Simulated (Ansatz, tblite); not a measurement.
# Ge14H20 off sphere (Ge₁₄H₂₀): one state, many levels

Aim: run the singlet of Ge14H20 off sphere (Ge₁₄H₂₀) at one geometry on many levels, and compare frontier levels, spin and run time.

Method: as each input shows; program: Ansatz 0.2.0, Gaussian basis.

The runs, in order: GFN1-xTB, GFN2-xTB, PBE-D4/def2-TZVP, r2SCAN-D4/def2-TZVP, B97M-V/def2-TZVP, LDA/def2-TZVP, PBE-D4/def2-SVP, PBE0-D4/def2-SVP, HF/STO-3G, HF/6-31G, B3LYP-D4/6-31G, MP2/def2-SVP, RPA/def2-SVP.

1 further run of the same task is left out (set aside as unsound or not needed).

## Step 1: The geometry

The singlet was relaxed beforehand with PBE-D4/def2-SVP.

34 atoms, charge 0, spin multiplicity 1.

Bond lengths: Ge1–Ge9 2.448 Å, Ge1–Ge10 2.447 Å, Ge1–H15 1.558 Å, Ge1–H16 1.558 Å, Ge2–Ge8 2.447 Å, Ge2–Ge11 2.447 Å, Ge2–Ge12 2.447 Å, Ge2–H17 1.561 Å, Ge3–Ge9 2.450 Å, Ge3–Ge11 2.448 Å, Ge3–Ge13 2.450 Å, Ge3–H18 1.562 Å, Ge4–Ge8 2.448 Å, Ge4–Ge9 2.450 Å, Ge4–Ge14 2.450 Å, Ge4–H19 1.562 Å, Ge5–Ge10 2.447 Å, Ge5–Ge14 2.448 Å and more. Angles: Ge9–Ge1–Ge10 109.4°, Ge9–Ge1–H15 109.7°, Ge9–Ge1–H16 109.8°, Ge10–Ge1–H15 110.0°, Ge10–Ge1–H16 109.9°, H15–Ge1–H16 108.0°, Ge8–Ge2–Ge11 109.5°, Ge8–Ge2–Ge12 109.5°, Ge8–Ge2–H17 109.5°, Ge11–Ge2–Ge12 109.3°, Ge11–Ge2–H17 109.5°, Ge12–Ge2–H17 109.5°, Ge9–Ge3–Ge11 110.3°, Ge9–Ge3–Ge13 108.8°, Ge9–Ge3–H18 109.0°, Ge11–Ge3–Ge13 110.1°, Ge11–Ge3–H18 109.6°, Ge13–Ge3–H18 109.0° and more.

PBE0-D4/def2-TZVP was run before; its log isn't repeated, and its numbers join the tables.

## Step 2: GFN1-xTB

Tight binding, by tblite at 300 K electronic temperature and without a spin-polarisation term:

```python
tblite.interface.Calculator('GFN1-xTB', numbers, positions, charge=0, uhf=0).singlepoint()
```

Energy -934.1885 eV, HOMO -11.78 eV, LUMO -8.46 eV; 0.17 s.

## Step 3: GFN2-xTB

Tight binding, by tblite at 300 K electronic temperature and without a spin-polarisation term:

```python
tblite.interface.Calculator('GFN2-xTB', numbers, positions, charge=0, uhf=0).singlepoint()
```

Energy -1016.3152 eV, HOMO -10.11 eV, LUMO -5.91 eV; 0.13 s.

## Step 4: PBE-D4/def2-TZVP

start.molden holds the orbitals of an earlier run on this state, given as this run's starting guess.

Contents of in.yaml:

```yaml
crystal:
  periodic: [false, false, false]
  atoms:
    - {symbol: Ge, position_ang: [0.713266, -3.542151, 0.713723]}
    - {symbol: Ge, position_ang: [-2.128474, 2.130681, -2.126263]}
    - {symbol: Ge, position_ang: [0.691312, -0.697605, -2.121618]}
    - {symbol: Ge, position_ang: [-2.123858, -0.695397, 0.697538]}
    - {symbol: Ge, position_ang: [0.717461, -0.719528, 3.539034]}
    - {symbol: Ge, position_ang: [0.695326, 2.120084, 0.697486]}
    - {symbol: Ge, position_ang: [3.540510, -0.715873, 0.711763]}
    - {symbol: Ge, position_ang: [-3.540826, 0.719333, -0.711556]}
    - {symbol: Ge, position_ang: [-0.700069, -2.123077, -0.694759]}
    - {symbol: Ge, position_ang: [2.129974, -2.131053, 2.124446]}
    - {symbol: Ge, position_ang: [-0.715369, 0.718451, -3.539525]}
    - {symbol: Ge, position_ang: [-0.711523, 3.541266, -0.715263]}
    - {symbol: Ge, position_ang: [2.118900, 0.694135, -0.696988]}
    - {symbol: Ge, position_ang: [-0.695317, 0.693431, 2.123929]}
    - {symbol: H, position_ang: [1.598089, -4.458299, -0.183482]}
    - {symbol: H, position_ang: [-0.180075, -4.456595, 1.604215]}
    - {symbol: H, position_ang: [-3.029574, 3.032917, -3.026999]}
    - {symbol: H, position_ang: [1.595990, -1.602928, -3.017339]}
    - {symbol: H, position_ang: [-3.021030, -1.599200, 1.602304]}
    - {symbol: H, position_ang: [-0.176826, -1.609072, 4.453491]}
    - {symbol: H, position_ang: [1.605654, 0.174515, 4.455036]}
    - {symbol: H, position_ang: [1.602975, 3.013503, 1.602110]}
    - {symbol: H, position_ang: [4.457375, -1.601560, -0.183817]}
    - {symbol: H, position_ang: [4.453702, 0.180241, 1.600740]}
    - {symbol: H, position_ang: [-4.460126, -0.172848, -1.598231]}
    - {symbol: H, position_ang: [-4.451948, 1.609369, 0.185656]}
    - {symbol: H, position_ang: [-1.606330, -3.018098, -1.599202]}
    - {symbol: H, position_ang: [3.031943, -3.033092, 3.024513]}
    - {symbol: H, position_ang: [-1.601940, -0.170693, -4.461769]}
    - {symbol: H, position_ang: [0.184946, 1.608559, -4.447525]}
    - {symbol: H, position_ang: [0.188373, 4.449233, -1.605828]}
    - {symbol: H, position_ang: [-1.595653, 4.463591, 0.176219]}
    - {symbol: H, position_ang: [3.011932, 1.599953, -1.603875]}
    - {symbol: H, position_ang: [-1.598807, 1.597806, 3.021835]}
basis:
  gaussian: {orbitals: def2-TZVP, fitting: {mean_field: def2-universal-jkfit}, initial_orbitals: start.molden}
hamiltonian: {xc: pbe, dispersion: d4}
scf: {omitted_lower_state_checks: [starts]}
output: {forces: true, orbitals: {seedname: orbitals}}
```

Run with:

```
ansatz run in.yaml --threads 4 --pin off --events-out ev --progress --plain --max-ram 66560MiB --backend cuda --devices 0, --max-vram 37GiB
```

Further steps of the session: r2SCAN-D4/def2-TZVP; B97M-V/def2-TZVP; LDA/def2-TZVP; PBE-D4/def2-SVP; PBE0-D4/def2-SVP; HF/STO-3G; HF/6-31G; B3LYP-D4/6-31G; MP2/def2-SVP; RPA/def2-SVP.

Before running them: what should the planned runs give, taken together? Wanted: gap in def2-TZVP, named functionals, smallest and largest; correlation energy, MP2/def2-SVP; binding an atom, functionals in def2-TZVP; PBE0 total energy, smallest basis above largest.

**Answer**, as computed:

| quantity | value |
| --- | --- |
| gap in def2-TZVP, named functionals, smallest and largest | 4.37 eV (LDA), 6.07 eV (PBE0-D4) |
| correlation energy, MP2/def2-SVP | -88.05 eV |
| binding an atom, functionals in def2-TZVP | 2.89 (PBE-D4) to 3.31 eV (LDA) |
| PBE0 total energy, smallest basis above largest | 99.47 eV (def2-SVP, def2-TZVP) |

**Reading.** Over the named functionals in def2-TZVP the gap runs from 4.37 eV (LDA) to 6.07 eV (PBE0-D4); exact exchange widens it.
